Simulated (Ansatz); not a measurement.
# H4N2Si: the cost of one run

The runs use Ansatz 0.2.0, Gaussian basis; PBE0-D4/def2-TZVP structures, single points in def2-TZVPP, no counterpoise correction.

Levels: SPW92, PBE-D4, BLYP-D4, r2SCAN-D4, B97M-V, PBE0-D4, B3LYP-D4, r2SCAN0-D4, BHLYP-D4, CAM-B3LYP-D4, wB97X-V, wB97M-V, B2PLYP, PBE-QIDH, RPA on PBE, Hartree-Fock, MP2, CCSD, CCSD(T).

Cores are frozen in the correlated methods. B3LYP uses VWN-RPA correlation. B2PLYP carries no dispersion term here.

56 further runs of the same task are left out: 56 set aside as unsound or not needed.

### Step 1. Starting geometry

The complex: 10 atoms, charge 0, spin multiplicity 1.

Atoms are counted from 1 here; the program's logs count them from 0.

Bond lengths: Si1–N4 1.709 Å, Si1–N5 1.713 Å, S2–H3 1.351 Å, S2–H6 1.342 Å, N4–H7 1.009 Å, N4–H8 1.009 Å, N5–H9 1.006 Å, N5–H10 1.009 Å. Angles: N4–Si1–N5 101.4°, H3–S2–H6 92.1°, Si1–N4–H7 128.3°, Si1–N4–H8 119.1°, H7–N4–H8 112.7°, Si1–N5–H9 120.4°, Si1–N5–H10 127.5°, H9–N5–H10 112.0°.

Coordinates:

```xyz
10
charge 0, multiplicity 1
Si   -0.5809    0.0815   -0.6676
S     1.8070   -2.6523    0.6232
H     0.9202   -2.2135   -0.2960
N    -0.0021    0.4874    0.8883
N    -1.5698    1.4342   -1.0241
H     2.8234   -2.0208    0.0164
H    -0.2088    1.3077    1.4377
H     0.6174   -0.1523    1.3629
H    -2.0635    1.4885   -1.8993
H    -1.7428    2.2395   -0.4413
```

Its parts: SiN₂H₄ holds atoms 1, 4, 5, 7, 8, 9, 10; H₂S holds atoms 2, 3, 6. Each part counts its atoms afresh in its own runs.

### Step 2. Relaxing SiN₂H₄ alone

Contents of relax-a/in.yaml:

```yaml
crystal:
  periodic: [false, false, false]
  atoms:
    - {symbol: Si, position_ang: [-0.580869, 0.081483, -0.667604]}
    - {symbol: N, position_ang: [-0.002087, 0.487440, 0.888266]}
    - {symbol: N, position_ang: [-1.569772, 1.434209, -1.024133]}
    - {symbol: H, position_ang: [-0.208829, 1.307737, 1.437717]}
    - {symbol: H, position_ang: [0.617434, -0.152253, 1.362924]}
    - {symbol: H, position_ang: [-2.063489, 1.488468, -1.899327]}
    - {symbol: H, position_ang: [-1.742841, 2.239471, -0.441269]}
basis:
  gaussian: {orbitals: def2-TZVP}
hamiltonian: {xc: pbe0, dispersion: d4}
relax: {f_tol: 0.005, max_steps: 200}
```

On the command line:

```console
$ ansatz run in.yaml --threads 4 --pin off --events-out ev --progress --plain --max-ram 9574MiB
```

**Question.** How long does this run take on 4 threads of Arm Neoverse N1, shared host?

About 8.5 s.
